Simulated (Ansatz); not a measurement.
# C₃H₆F₂Si: a ladder of functionals and wavefunction methods

Aim: compute C₃H₆F₂Si with functionals from several rungs and with coupled cluster, and see how far each lands from CCSD(T) at the basis-set limit for the atomisation energy.

Method: functionals in def2-TZVPP, the program's frozen cores in correlated methods; program: Ansatz 0.2.0, Gaussian basis.

The runs, in order: LDA (SPW92), PBE-D4, revPBE-D4, BLYP-D4, r2SCAN-D4, B97M-V, PBE0-D4, B3LYP-D4, r2SCANh-D4, r2SCAN0-D4, HSE06-D4, BHLYP-D4, CAM-B3LYP-D4, LC-ωPBE, ωB97X-V, ωB97M-V, B2PLYP, PBE-QIDH; CCSD(T)/def2-SVP; CCSD(T)/def2-TZVPP; MP2/def2-QZVPP; extrapolation to the limit; RPA on PBE.

### 1 The relaxed structure

The geometry comes from an earlier relaxation with PBE0-D4 in a triple-zeta def2 set; it is a stationary point, not always the lowest conformer.

12 atoms, charge 0, spin multiplicity 1.

Atoms are counted from 1 here; the program's logs count them from 0.

Bond lengths: C1–C2 1.327 Å, C1–H7 1.086 Å, C1–H8 1.083 Å, C2–C3 1.493 Å, C2–H9 1.088 Å, C3–Si4 1.856 Å, C3–H10 1.095 Å, C3–H11 1.096 Å, Si4–F5 1.590 Å, Si4–F6 1.590 Å, Si4–H12 1.476 Å. Angles: C2–C1–H7 121.7°, C2–C1–H8 121.3°, H7–C1–H8 117.1°, C1–C2–C3 125.1°, C1–C2–H9 118.9°, C3–C2–H9 115.9°, C2–C3–Si4 110.7°, C2–C3–H10 111.1°, C2–C3–H11 111.5°, Si4–C3–H10 107.8°, Si4–C3–H11 108.0°, H10–C3–H11 107.5°, C3–Si4–F5 109.4°, C3–Si4–F6 109.9°, C3–Si4–H12 114.0°, F5–Si4–F6 106.9°, F5–Si4–H12 108.1°, F6–Si4–H12 108.2°.

### 2 LDA

This LDA is Slater exchange with PW92 correlation.

in.yaml

```yaml
crystal:
  periodic: [false, false, false]
  atoms:
    - {symbol: C, position_ang: [1.958883, 0.564346, -0.196886]}
    - {symbol: C, position_ang: [1.050602, -0.387437, -0.025736]}
    - {symbol: C, position_ang: [-0.202032, -0.244263, 0.774109]}
    - {symbol: Si, position_ang: [-1.670378, -0.023389, -0.338829]}
    - {symbol: F, position_ang: [-1.787481, -1.273687, -1.314614]}
    - {symbol: F, position_ang: [-3.004547, 0.013434, 0.526195]}
    - {symbol: H, position_ang: [1.864763, 1.534446, 0.281387]}
    - {symbol: H, position_ang: [2.832225, 0.403330, -0.817063]}
    - {symbol: H, position_ang: [1.187609, -1.342281, -0.527981]}
    - {symbol: H, position_ang: [-0.150379, 0.626158, 1.436635]}
    - {symbol: H, position_ang: [-0.381302, -1.125185, 1.400499]}
    - {symbol: H, position_ang: [-1.621063, 1.199329, -1.163615]}
basis:
  gaussian: {orbitals: def2-TZVPP}
hamiltonian: {xc: lda}
output: {orbitals: {seedname: orbitals}}
```

The runs that follow: PBE-D4 (GGA); revPBE-D4 (GGA); BLYP-D4 (GGA); r2SCAN-D4 (meta-GGA); B97M-V (meta-GGA); PBE0-D4 (hybrid); B3LYP-D4 (hybrid); r2SCANh-D4 (hybrid); r2SCAN0-D4 (hybrid); HSE06-D4 (hybrid); BHLYP-D4 (hybrid); CAM-B3LYP-D4 (range-separated); LC-ωPBE-D4 (range-separated); ωB97X-V (range-separated); ωB97M-V (range-separated); B2PLYP (double hybrid); PBE-QIDH (double hybrid); CCSD(T) in def2-SVP; CCSD(T) in def2-TZVPP; MP2 in def2-QZVPP; RPA on PBE orbitals.

**Question.** What will the summary of the whole plan be? Wanted: atomisation energy, CCSD(T)/CBS; farthest beyond LDA; mean size of error, GGA; mean size of error, meta-GGA; mean size of error, hybrid; mean size of error, range-separated; mean size of error, double hybrid; gap, smallest and largest; T1 diagnostic.

The runs gave:

| quantity | value |
| --- | --- |
| atomisation energy, CCSD(T)/CBS | 4997.0 kJ/mol |
| functionals within 25.0 kJ/mol (0.5 %) | r2SCAN-D4, B97M-V, PBE0-D4, B3LYP-D4, HSE06-D4, CAM-B3LYP-D4, LC-ωPBE, ωB97X-V, ωB97M-V |
| farthest beyond LDA | BHLYP-D4 (-150.7 kJ/mol) |
| mean size of error, GGA | 49.8 kJ/mol |
| mean size of error, meta-GGA | 2.2 kJ/mol |
| mean size of error, hybrid | 48.4 kJ/mol |
| mean size of error, range-separated | 10.1 kJ/mol |
| mean size of error, double hybrid | 43.3 kJ/mol |
| gap, smallest and largest | 5.15 eV (LDA (SPW92)), 12.36 eV (LC-ωPBE) |
| T1 diagnostic | 0.0114 |
| triples share of the correlation energy | 3.5 % |

**Reading.** The LDA atomisation energy is off by 666.2 kJ/mol (13 %): it overbinds. PBE-D4 is off by +72.1 kJ/mol. Double hybrids carry the basis error of their MP2 part in triple zeta, and no dispersion term here, so their miss is partly the set-up's. The rungs meta-GGA, range-separated miss on average by less than the doubt on the reference (25.0 kJ/mol), so they tie. Misses under about 25.0 kJ/mol are within the doubt on the reference itself, which lacks core-valence correlation, relativity and higher excitations. Hartree-Fock recovers 75 % of the binding; the rest is correlation. CCSD(T) in def2-SVP is off by -280.9 kJ/mol, so the small basis spoils what the method gains. Orbital gaps span 5.2 to 12.4 eV; exact exchange widens them.
